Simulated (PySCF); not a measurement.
# Pb₂F⁺: relaxation and vibrations of the singlet

The task is one start of a wider search on Pb₂F⁺: the singlet, from a PBE minimum start. It is relaxed, tested by its Hessian and followed downhill if it is a saddle.

The runs use PySCF 2.14.0; PBE, basis F def2-SVP, Pb def2-SVP with ECP60, scalar-relativistic core potentials, no spin–orbit coupling, density fitting.

### Step 1. Where the work starts

3 atoms, charge 1, spin multiplicity 1.

Bond lengths: F1–Pb2 2.278 Å, F1–Pb3 2.278 Å, Pb2–Pb3 3.151 Å. Angles: Pb2–F1–Pb3 87.5°, F1–Pb2–Pb3 46.2°, F1–Pb3–Pb2 46.2°.

Z-matrix (Å, degrees; charge 1 multiplicity 1):
```
F
Pb 1 2.2778
Pb 2 3.1509 1 46.24
```

### Step 2. Finding the electronic state

The steps below are one call of a driver around PySCF. For each, scf.py gives the equivalent set-up of the SCF; relaxations use the driver's own optimiser. After this first run the driver tries any further starts and a stability analysis.

The input, scf.py:

```python
from pyscf import gto, scf, dft
mol = gto.M(atom='''
F      0.000000    -0.000000    -1.571794
Pb     1.575442    -0.000000     0.073251
Pb    -1.575442     0.000000     0.073251''',
    basis={'F': 'def2-SVP', 'Pb': 'def2-SVP'},
    ecp={'Pb': 'def2-SVP'},
    charge=1, spin=0)
mf = dft.RKS(mol, xc='PBE')
mf.grids.atom_grid = (50, 194)
aux = {'F': 'def2-universal-JKFIT', 'Pb': 'def2-universal-JKFIT'}
mf = mf.density_fit(auxbasis=aux)
mf.conv_tol = 1e-08
mf.diis_space = 10
mf.max_cycle = 60
mf.init_guess = 'minao'
mf.verbose = 4
mf.kernel()
```

Started as:

```sh
OMP_NUM_THREADS=2 python axn.py task.json out
```

Further steps of the session: PBE minimum start, singlet: relaxation; Frequencies; The broken-symmetry singlet; Hessian and properties.

**Question.** What will these runs give? Wanted: minimum; geometry; wavenumbers; dipole moment; highest occupied, lowest empty level; polar-tensor charge of F1; zero-point energy; ⟨S²⟩.

As calculated:

```
                                          quantity                                                                value
                                           minimum                                        broken-symmetry (Ms = 0), C2v
                                          geometry  F–Pb 2.276 Å (×2), Pb–Pb 3.148 Å; F–Pb–Pb 46.3° (×2), Pb–F–Pb 87.5°
                                wavenumbers (cm⁻¹)                                                        108, 278, 399
                    dipole moment (centre of mass)                                                               2.15 D
highest occupied, lowest empty level (either spin)                                                      -9.23, -8.67 eV
                         polar-tensor charge of F1                                                              -0.39 e
                                 zero-point energy                                                           4.7 kJ/mol
                               entropy at 298.15 K                                                      325.8 J/(mol K)
                                              ⟨S²⟩                                                                0.387
```

The molecule stays C2v, as typed, and the end point is a minimum. The determinant is spin-contaminated (⟨S²⟩ = 0.39 against 0.00), so it is no pure spin state. The strongest infrared band lies at 399 cm⁻¹. Other starts or spin states, not run here, may lie lower. The SCF density has lower symmetry than the nuclear frame. Spin–orbit coupling, left out here, can matter for elements this heavy.
